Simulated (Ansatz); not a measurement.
# C3H3ClO2Sn: one species, many methods

One table from this session's results is given with a row withheld; the runs are named, their logs left out.

Program: Ansatz 0.2.0, Gaussian basis. Level of theory: functionals in def2-TZVPP, the program's frozen cores in correlated methods. These are calculated values, not measurements.

The runs, in order: LDA (SPW92), PBE-D4, revPBE-D4, BLYP-D4, r2SCAN-D4, B97M-V, PBE0-D4, B3LYP-D4, r2SCANh-D4, r2SCAN0-D4, HSE06-D4, BHLYP-D4, CAM-B3LYP-D4, LC-ωPBE, ωB97X-V, ωB97M-V, B2PLYP, PBE-QIDH; CCSD(T)/def2-SVP; MP2/def2-TZVPP; MP2/def2-QZVPP; RPA on PBE.

**The relaxed structure**

The geometry comes from an earlier relaxation with PBE0-D4 in a triple-zeta def2 set; it is a stationary point, not always the lowest conformer. Sn takes the def2 core potential; no spin-orbit term is included.

SMILES `[Cl][Sn-]1[O]C=CC=[O+]1`, 10 atoms, charge 0, spin multiplicity 1.

Atoms are counted from 1 here; the program's logs count them from 0.

Bond lengths: Cl1–Sn2 2.394 Å, Sn2–O3 2.164 Å, Sn2–O7 2.164 Å, O3–C4 1.264 Å, C4–C5 1.390 Å, C4–H8 1.097 Å, C5–C6 1.390 Å, C5–H9 1.081 Å, C6–O7 1.264 Å, C6–H10 1.097 Å. Angles: Cl1–Sn2–O3 91.3°, Cl1–Sn2–O7 91.3°, O3–Sn2–O7 84.2°, Sn2–O3–C4 126.1°, O3–C4–C5 127.7°, O3–C4–H8 115.1°, C5–C4–H8 117.1°, C4–C5–C6 124.5°, C4–C5–H9 117.7°, C6–C5–H9 117.7°, C5–C6–O7 127.7°, C5–C6–H10 117.1°, O7–C6–H10 115.1°, Sn2–O7–C6 126.1°.

Coordinates:

```
Cl    0.46919   -2.61642    1.52879
Sn    1.57482   -1.78391   -0.42404
O    -0.30372   -1.11650   -1.26486
C    -0.98287   -0.12474   -0.87435
C    -0.59196    0.88316   -0.00074
C     0.68008    1.00069    0.54693
O     1.65698    0.21043    0.41089
H    -1.99151   -0.05424   -1.29937
H    -1.30950    1.66028    0.22345
H     0.88159    1.89016    1.15620
```

The first run:

The input, in.yaml:

```yaml
crystal:
  periodic: [false, false, false]
  atoms:
    - {symbol: Cl, position_ang: [0.469194, -2.616419, 1.528790]}
    - {symbol: Sn, position_ang: [1.574819, -1.783908, -0.424042]}
    - {symbol: O, position_ang: [-0.303719, -1.116502, -1.264864]}
    - {symbol: C, position_ang: [-0.982871, -0.124740, -0.874348]}
    - {symbol: C, position_ang: [-0.591965, 0.883160, -0.000740]}
    - {symbol: C, position_ang: [0.680082, 1.000685, 0.546934]}
    - {symbol: O, position_ang: [1.656983, 0.210432, 0.410890]}
    - {symbol: H, position_ang: [-1.991509, -0.054243, -1.299373]}
    - {symbol: H, position_ang: [-1.309501, 1.660279, 0.223455]}
    - {symbol: H, position_ang: [0.881587, 1.890156, 1.156196]}
basis:
  gaussian: {orbitals: def2-TZVPP}
hamiltonian: {xc: lda}
output: {orbitals: {seedname: orbitals}}
```

Started as:

```sh
$ ansatz run in.yaml --threads 4 --pin off --events-out ev --progress --plain --max-ram 11315MiB
```

Steps of the session up to this table: LDA; PBE-D4 (GGA); revPBE-D4 (GGA); BLYP-D4 (GGA); r2SCAN-D4 (meta-GGA); B97M-V (meta-GGA); PBE0-D4 (hybrid); B3LYP-D4 (hybrid); r2SCANh-D4 (hybrid); r2SCAN0-D4 (hybrid); HSE06-D4 (hybrid); BHLYP-D4 (hybrid); CAM-B3LYP-D4 (range-separated); LC-ωPBE (range-separated); ωB97X-V (range-separated); ωB97M-V (range-separated); B2PLYP (double hybrid); PBE-QIDH (double hybrid).

One table of the session follows, with a row left open; its other results are not shown here.

It belongs to the step «Frontier levels by functional». 

| functional | HOMO (eV) | LUMO (eV) | gap (eV) |
| --- | --- | --- | --- |
| LDA (SPW92) | -6.54 | -3.38 | 3.16 |
| PBE-D4 | -6.33 | -3.10 | 3.23 |
| revPBE-D4 | -6.26 | -3.00 | 3.26 |
| BLYP-D4 | -6.19 | -2.95 | 3.24 |
| r2SCAN-D4 | -6.59 | -2.99 | 3.60 |
| B97M-V | -6.51 | -2.88 | 3.63 |
| PBE0-D4 | ? | ? | ? |
| B3LYP-D4 | -7.19 | -2.40 | 4.79 |
| r2SCANh-D4 | -6.98 | -2.65 | 4.33 |
| r2SCAN0-D4 | -7.57 | -2.14 | 5.42 |
| HSE06-D4 | -6.99 | -2.59 | 4.40 |
| BHLYP-D4 | -8.30 | -1.15 | 7.16 |
| CAM-B3LYP-D4 | -8.61 | -1.10 | 7.51 |
| LC-ωPBE | -9.81 | -0.02 | 9.79 |
| ωB97X-V | -9.52 | -0.03 | 9.49 |
| ωB97M-V | -9.44 | -0.09 | 9.34 |

Estimate the missing values for PBE0-D4.

**Answer.** HOMO (eV): -7.38; LUMO (eV): -2.21; gap (eV): 5.17. In the column «HOMO (eV)» it lies between r2SCAN0-D4 (-7.57) and B3LYP-D4 (-7.19).
